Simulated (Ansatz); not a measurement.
Run this with Ansatz 0.2.0, Python API and show what comes out.

The script, `torsion_c2h8sisn.py`:
```python
'''Rigid torsion scan of C2H8SiSn.'''

import logging
import sys

import ansatz as az
from ase import Atoms

logging.basicConfig(stream=sys.stdout, format='%(levelname)s:%(name)s:%(message)s')
logger = logging.getLogger('ansatz_job')
logger.setLevel(logging.INFO)

atoms = Atoms(['C', 'Si', 'C', 'Sn', 'H', 'H', 'H', 'H', 'H', 'H', 'H', 'H'], positions=[
    (-1.6357, 0.8509, 0.4005),
    (0.0201, 0.8416, -0.3636),
    (1.1768, -0.1527, 0.586),
    (0.8394, -1.5231, -0.9784),
    (-2.4327, 1.0428, -0.4309),
    (-1.8906, -0.0467, 0.9069),
    (-1.7151, 1.7333, 1.1201),
    (0.617, 1.9703, -1.1597),
    (0.8281, -0.4504, 1.6341),
    (2.248, 0.2416, 0.5921),
    (-0.1773, -2.8622, -0.2984),
    (2.199, -1.7007, -1.9745),
])

# relax first, so that the scan starts from a minimum
first = (
    az.Crystal.molecule_from_ase(atoms).calculation()
    .basis(gaussian='def2-SVP')  # the orbital basis, by name
    .functional('cam_b3lyp')
    .relax(force_tolerance=0.02, max_steps=80)  # relax until the tolerances are met
)
atoms.positions = first.run().report['positions_ang']

start = atoms.get_dihedral(2, 1, 0, 4)
energies = {}
for turn in range(0, 121, 20):
    turned = atoms.copy()
    turned.set_dihedral(2, 1, 0, 4, start + turn, indices=[0, 4, 5, 6])
    calculation = (
        az.Crystal.molecule_from_ase(turned).calculation()
        .basis(gaussian='def2-SVP')
        .functional('cam_b3lyp')
    )
    energies[round((start + turn) % 360)] = calculation.run().report['free_energy_ev']
floor = min(energies.values())
logger.info('dihedral C2-Si1-C0-H4 (deg)   E - E(min) (kcal/mol)')
for angle, e in sorted(energies.items()):
    logger.info(f'{angle:8d} {23.060548 * (e - floor):14.3f}  ' + '#' * int(30 * (e - floor) / max(max(energies.values()) - floor, 1e-9)))
```

```console
$ python torsion_c2h8sisn.py
INFO:ansatz_job:dihedral C2-Si1-C0-H4 (deg)   E - E(min) (kcal/mol)
INFO:ansatz_job:     198          0.000
INFO:ansatz_job:     218          0.373  #######
INFO:ansatz_job:     238          1.152  ######################
INFO:ansatz_job:     258          1.563  ##############################
INFO:ansatz_job:     278          1.193  ######################
INFO:ansatz_job:     298          0.419  ########
INFO:ansatz_job:     318          0.020
```

The scan is rigid and the energies are electronic, in a modest basis. With rigid groups the curve can differ much from the relaxed path, the start wasn't checked as a minimum of this torsion, and equivalent turns needn't return to the same energy. def2 sets replace the cores of elements past krypton by effective core potentials. Wall time of the script: 110 s on 1 thread of Arm Neoverse V1, with other jobs on the host, peak memory 0.41 GiB.

(A comment or docstring line of the script was reworded after the run, the code is as it ran.)
